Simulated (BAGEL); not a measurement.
# B3LYP/6-31G(d) (density fitting with qzvpp-jkfit, spherical functions) run of AlSiH5O2 (SMILES O[SiH2][O][AlH2])

What is the energy change on altering one bond length of AlSiH5O2 at B3LYP/6-31G* (density fitting with qzvpp-jkfit, spherical functions)? 

The results are computed with BAGEL 1.2.2.

2 further runs of the same task are left out: 1 that didn't finish, 1 set aside as unsound or not needed.

### 1 The system as given

AlSiH5O2 has 9 atoms, charge 0, and is taken as a singlet. SMILES: `O[SiH2][O][AlH2]`. The coordinates come from a PBE0-D4/def2-TZVP relaxation. This is one conformer, not always the lowest.

Bond lengths: O1–Si2 1.642 Å, Si2–O3 1.619 Å, O3–Al4 1.683 Å, O1–H5 0.958 Å, Si2–H6 1.480 Å, Si2–H7 1.487 Å, Al4–H8 1.580 Å, Al4–H9 1.579 Å. Some angles: O1–Si2–O3 112.5°, Si2–O3–Al4 173.6°, O1–Si2–H6 104.7°, O1–Si2–H7 110.2°, O3–Si2–H6 110.1°, O3–Si2–H7 107.6°, Si2–O1–H5 117.9°, O3–Al4–H8 117.8°, O3–Al4–H9 118.1°, H6–Si2–H7 111.8°.

### 2 The energy at B3LYP/6-31G(d) (density fitting with qzvpp-jkfit, spherical functions)

The input, input.json:

```json
{ "bagel" : [

{
  "title" : "molecule",
  "basis" : "6-31gs.json",
  "df_basis" : "qzvpp-jkfit",
  "angstrom" : true,
  "geometry" : [
    { "atom" : "O", "xyz" : [   -0.795100,    1.829400,   -0.898200 ] },
    { "atom" : "Si", "xyz" : [    0.173000,    1.196700,    0.266900 ] },
    { "atom" : "O", "xyz" : [    0.250800,   -0.418900,    0.197700 ] },
    { "atom" : "Al", "xyz" : [    0.325700,   -2.080500,   -0.060600 ] },
    { "atom" : "H", "xyz" : [   -1.740800,    1.705800,   -0.810900 ] },
    { "atom" : "H", "xyz" : [    1.506100,    1.782800,    0.005000 ] },
    { "atom" : "H", "xyz" : [   -0.337300,    1.564900,    1.614200 ] },
    { "atom" : "H", "xyz" : [   -0.959500,   -2.795700,   -0.636800 ] },
    { "atom" : "H", "xyz" : [    1.665600,   -2.830600,    0.305400 ] }
  ]
},
{
  "title" : "ks",
  "xc_func" : "b3lyp"
},
{
  "title" : "print",
  "file" : "orbitals.molden",
  "orbitals" : true
}

]}
```

The basis set 6-31G* is read from a file made from the Basis Set Exchange's data (not shown).

Started as:

```
$ BAGEL_NUM_THREADS=1 BAGEL input.json > input.out
```

Log:

```text
* using 1 threads per process

  ===============================================================
  ===============================================================

  *** Geometry ***

  { "atom" : "O", "xyz" : [     -1.502521,      3.457065,     -1.697352 ] },
  { "atom" : "Si", "xyz" : [      0.326923,      2.261435,      0.504368 ] },
  { "atom" : "O", "xyz" : [      0.473943,     -0.791606,      0.373599 ] },
  { "atom" : "Al", "xyz" : [      0.615484,     -3.931575,     -0.114517 ] },
  { "atom" : "H", "xyz" : [     -3.289635,      3.223495,     -1.532379 ] },
  { "atom" : "H", "xyz" : [      2.846117,      3.369004,      0.009449 ] },
  { "atom" : "H", "xyz" : [     -0.637405,      2.957232,      3.050396 ] },
  { "atom" : "H", "xyz" : [     -1.813192,     -5.283107,     -1.203378 ] },
  { "atom" : "H", "xyz" : [      3.147528,     -5.349059,      0.577122 ] },

  Number of auxiliary basis functions:      500

  Since a DF basis is specified, we compute 2- and 3-index integrals:
    o Being stored without compression. Storage requirement is 0.022 GB

  Number of basis functions:       74
  Number of electrons      :       48

    * METHOD: MOLECULE                             0.26

  *** Kohn-Sham DFT ***

    * Removing 15402 points whose weight is below 1.00e-10
    * Grid points: 118752

  === Nuclear Repulsion ===
   209.4063869906

       - DIIS with orbital gradients will be used.

  === KS iteration (b3lyp / 6-31gs.json) ===
      0       -655.79083679          0.13309029           0.37
      1       -618.20584072          0.11198571           0.34
      2       -551.72114446          0.22384541           0.34
      3       -668.48428258          0.12537308           0.34
      4       -674.42826167          0.09377100           0.34
      5       -676.48622166          0.08663771           0.35
      6       -677.69808227          0.07767008           0.35
      7       -622.22300177          0.18302843           0.34
      8       -685.24724543          0.02528935           0.34
      9       -681.74323423          0.08124956           0.34
     10       -685.45923762          0.00958144           0.34
     11       -685.48782983          0.00361586           0.33
     12       -685.49465026          0.00088000           0.33
     13       -685.49500913          0.00020445           0.34
     14       -685.49502306          0.00011439           0.35
     15       -685.49502724          0.00003700           0.34
     16       -685.49502771          0.00000689           0.34
     17       -685.49502773          0.00000068           0.35
     18       -685.49502773          0.00000024           0.35
     19       -685.49502773          0.00000015           0.34
     20       -685.49502773          0.00000003           0.34
     21       -685.49502773          0.00000002           0.35
     22       -685.49502773          0.00000001           0.35
    * SCF iteration converged.

    * Permanent dipole moment:
           (    0.468638,     0.335963,    -0.186660) a.u.

    * METHOD: KS                                   8.52

    * METHOD: PRINT                                0.01

  ===============================================================
```

Run time: 9 s. Hardware: 1 thread of Arm Neoverse V1, shared host; peak memory 0.44 GiB.

### 3 The distorted shape, same level

The input, job.json:

```json
{ "bagel" : [

{
  "title" : "molecule",
  "basis" : "6-31gs.json",
  "df_basis" : "qzvpp-jkfit",
  "angstrom" : "true",
  "geometry" : [
    { "atom" : "O", "xyz" : [      -0.718541,       1.774160,      -1.100331 ] },
    { "atom" : "Si", "xyz" : [       0.249559,       1.141460,       0.064769 ] },
    { "atom" : "O", "xyz" : [       0.327359,      -0.474140,      -0.004431 ] },
    { "atom" : "Al", "xyz" : [       0.402259,      -2.135740,      -0.262731 ] },
    { "atom" : "H", "xyz" : [      -1.664241,       1.650560,      -1.013031 ] },
    { "atom" : "H", "xyz" : [       1.582659,       1.727560,      -0.197131 ] },
    { "atom" : "H", "xyz" : [      -0.337300,       1.564900,       1.614200 ] },
    { "atom" : "H", "xyz" : [      -0.882941,      -2.850940,      -0.838931 ] },
    { "atom" : "H", "xyz" : [       1.742159,      -2.885840,       0.103269 ] }
  ]
},

{
  "title" : "ks",
  "xc_func" : "b3lyp"
},

{
  "title" : "print",
  "file" : "orbitals.molden",
  "orbitals" : "true"
}

]}
```

The basis set 6-31G* is read from a file made from the Basis Set Exchange's data (not shown).

Started as:

```
$ BAGEL_NUM_THREADS=1 BAGEL job.json > job.out
```

Log:

```text
* using 1 threads per process

  ===============================================================
  ===============================================================

  *** Geometry ***

  { "atom" : "O", "xyz" : [     -1.357846,      3.352677,     -2.079324 ] },
  { "atom" : "Si", "xyz" : [      0.471598,      2.157047,      0.122396 ] },
  { "atom" : "O", "xyz" : [      0.618619,     -0.895995,     -0.008373 ] },
  { "atom" : "Al", "xyz" : [      0.760159,     -4.035964,     -0.496490 ] },
  { "atom" : "H", "xyz" : [     -3.144960,      3.119106,     -1.914351 ] },
  { "atom" : "H", "xyz" : [      2.990792,      3.264615,     -0.372524 ] },
  { "atom" : "H", "xyz" : [     -0.637405,      2.957232,      3.050396 ] },
  { "atom" : "H", "xyz" : [     -1.668517,     -5.387496,     -1.585350 ] },
  { "atom" : "H", "xyz" : [      3.292203,     -5.453447,      0.195150 ] },

  Number of auxiliary basis functions:      500

  Since a DF basis is specified, we compute 2- and 3-index integrals:
    o Being stored without compression. Storage requirement is 0.022 GB

  Number of basis functions:       74
  Number of electrons      :       48

    * METHOD: MOLECULE                             0.26

  *** Kohn-Sham DFT ***

    * Removing 15204 points whose weight is below 1.00e-10
    * Grid points: 118950

  === Nuclear Repulsion ===
   208.4452621200

       - DIIS with orbital gradients will be used.

  === KS iteration (b3lyp / 6-31gs.json) ===
      0       -655.62580870          0.13216252           0.37
      1       -618.08239622          0.11086049           0.35
      2       -552.05315476          0.21766987           0.34
      3       -668.10572988          0.12549193           0.33
      4       -673.93807396          0.09822196           0.35
      5       -675.66956778          0.09275573           0.36
      6       -676.62650373          0.08594452           0.35
      7       -620.56486480          0.17277865           0.34
      8       -685.32250845          0.02009519           0.34
      9       -684.89198129          0.04022048           0.34
     10       -685.48126540          0.00194560           0.33
     11       -685.48303691          0.00086933           0.34
     12       -685.48336117          0.00019729           0.34
     13       -685.48337801          0.00003822           0.35
     14       -685.48337886          0.00000595           0.34
     15       -685.48337888          0.00000118           0.34
     16       -685.48337888          0.00000084           0.34
     17       -685.48337888          0.00000011           0.35
     18       -685.48337888          0.00000002           0.34
     19       -685.48337888          0.00000001           0.35
    * SCF iteration converged.

    * Permanent dipole moment:
           (    0.406024,     0.398668,    -0.014128) a.u.

    * METHOD: KS                                   7.50

    * METHOD: PRINT                                0.01

  ===============================================================
```

Wall time 8.1 s (1 thread of Arm Neoverse V1, shared host); peak memory 0.44 GiB.

### 4 Results

Level: B3LYP/6-31G* (density fitting with qzvpp-jkfit, spherical functions).

| quantity | value |
| --- | --- |
| first shape: total energy | -685.49503 Eh |
| first shape: dipole moment | 1.54 D |
| first shape: HOMO energy | -7.97 eV |
| first shape: LUMO energy | -1.27 eV |
| first shape: HOMO–LUMO gap | 6.71 eV |
| distorted shape: total energy | -685.48338 Eh |
| distorted shape: dipole moment | 1.45 D |
| distorted shape: HOMO energy | -7.90 eV |
| distorted shape: LUMO energy | -1.32 eV |
| distorted shape: HOMO–LUMO gap | 6.59 eV |
| energy change with the Si2–H7 bond stretched from 1.487 to 1.710 Å | 0.317 eV |

What this shows: With the Si2–H7 bond stretched from 1.487 to 1.710 Å the energy rises by 0.32 eV (30.6 kJ/mol). The first shape isn't relaxed at this level, so the change isn't measured from a minimum.
